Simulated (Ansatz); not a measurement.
The system is NbTe.

```xyz
2
Lattice="3.7030 0.0000 0.0000 -1.8515 3.2069 0.0000 0.0000 0.0000 3.6942" Properties=species:S:1:pos:R:3 pbc="T T T"
Te    1.8515    1.0690    0.0000
Nb    0.0000    0.0000    1.8471
```

The cell comes from a database or a generator and needn't be the stable form of this composition.

| Quantity | Value |
| --- | --- |
| Program | Ansatz 0.2.0 |
| Task | relaxation of cell and atoms |
| Functional | revPBE |
| Dispersion | D3(BJ) |
| Potentials or basis | Ansatz PAW |
| Cutoff | 420 eV (not typed: the program's choice for these potentials) |
| k mesh | 8 × 8 × 7 |
| Occupations | fermi-dirac, width 0.05 eV |
| Spin | no spin polarisation |

At the start: volume 21.93 Å³/atom.

Task: Where does the relaxation end?

Result: It ends after 6 steps and the volume is 20.41 Å³/atom (-6.9 %); space group P-6m2 (No. 187, to 0.05 Å).

The path:
```
step  energy change (eV)  largest force (eV/Å)  volume (Å³)
   1              0.0000                0.0000        43.87
   2             -0.0028                0.0000        38.33
   3             -0.0822                0.0000        41.08
   4             -0.0842                0.0000        40.90
   5             -0.0843                0.0000        40.82
   6             -0.0837                0.0000        40.82
```

Final structure:
```yaml
crystal:
  lattice:
    - [3.58031, 0.00000, 0.00000]
    - [-1.79016, 3.10064, 0.00000]
    - [0.00000, 0.00000, 3.67735]
  atoms:
    - { symbol: Te, position: [0.66667, 0.33333, 0.00000] }
    - { symbol: Nb, position: [0.00000, 0.00000, 0.50000] }
```

Caveat: the plane-wave basis is chosen anew once the cell has moved, so the energies of steps on either side of that aren't comparable; pairwise dispersion overbinds metals, which lowers pressure and volume; the PAW data sets come from PBE, with cores solved anew for the run's functional, which leaves a small shift of forces and pressure.
